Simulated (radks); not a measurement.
**The first electron to leave Al⁶⁺**

Aim: remove one electron from each of the outer sub-shells of Al⁶⁺ ([He] 2s2 2p(1/2: 2, 3/2: 1)) in turn, let the ion relax, and find the cheapest removal. The parent's configuration is the lowest that an earlier search found at this level.

Method: Dirac Kohn-Sham, relativistic LDA (MacDonald-Vosko exchange, VWN5 correlation), spin-unpolarised, spherical densities, finite nucleus. Code: radks (a radial shooting solver on a logarithmic mesh, Libxc functionals) version 1.

1 further run of the same task is left out (set aside as unsound or not needed).

### 1 The system

| Quantity | Value |
| --- | --- |
| element | aluminium (Z = 13) |
| charge | +6 |
| electrons | 7 |
| configuration | [He] 2s2 2p(1/2: 2, 3/2: 1) |
| nuclear rms radius | 3.061 fm |

A shell typed twice in an input gives the lower j, then the higher j.

### 2 The parent, Al⁶⁺

The parent was computed earlier with the same settings: E = -222.283918 hartree. Its outer levels (eV):

```
level  occupation  energy (eV)
1s1/2           2      -1683.1
2s1/2           2      -249.94
2p1/2           2      -216.84
2p3/2           1      -216.25
```

### 3 Remove 2p3/2: [He] 2s2 2p(1/2: 2, 3/2: 0)

Input:

```text
Z 13
configuration [He] 2s2 2p2 2p0
relativity Dirac
functional lda_x_rel,vwn5
spin unpolarised
j_filling energy
nucleus finite rms 3.061 fm
c 137.035999084
```

### 4 Remove 2p1/2: [He] 2s2 2p(1/2: 1, 3/2: 1)

Settings, as their differences from step 3:

```diff
@@ -1,3 +1,3 @@
 Z 13
-configuration [He] 2s2 2p2 2p0
+configuration [He] 2s2 2p1 2p1
 relativity Dirac
```

### 5 Remove 2s1/2: [He] 2s1 2p(1/2: 2, 3/2: 1)

Settings, as their differences from step 4:

```diff
@@ -1,3 +1,3 @@
 Z 13
-configuration [He] 2s2 2p1 2p1
+configuration [He] 2s1 2p2 2p1
 relativity Dirac
```

### 6 Remove 1s1/2: 1s1 2s2 2p(1/2: 2, 3/2: 1)

Settings, as their differences from step 5:

```diff
@@ -1,3 +1,3 @@
 Z 13
-configuration [He] 2s1 2p2 2p1
+configuration 1s1 2s2 2p2 2p1
 relativity Dirac
```

Before running it: what results should come out? Wanted: for each run, case; final configuration; Δ-SCF; −ε of the level emptied.

As calculated:

```
        case          final configuration  Δ-SCF (eV)  −ε of the level emptied (eV)
remove 2p3/2  [He] 2s2 2p(1/2: 2, 3/2: 0)      237.52                        216.25
remove 2p1/2  [He] 2s2 2p(1/2: 1, 3/2: 1)      238.16                        216.84
remove 2s1/2  [He] 2s1 2p(1/2: 2, 3/2: 1)      269.12                        249.94
remove 1s1/2   1s1 2s2 2p(1/2: 2, 3/2: 1)      1766.6                        1683.1
```

What this shows: The 2p3/2 electron leaves first, at 237.52 eV; the next cheapest, 2p1/2, costs 238.16 eV. 2p3/2 is also the highest occupied level of the parent. NIST lists 241.8 eV (semi-empirical), between the same two configurations. Spin polarisation and multiplet splitting are left out, so open shells lie too high by an amount that depends on their filling.
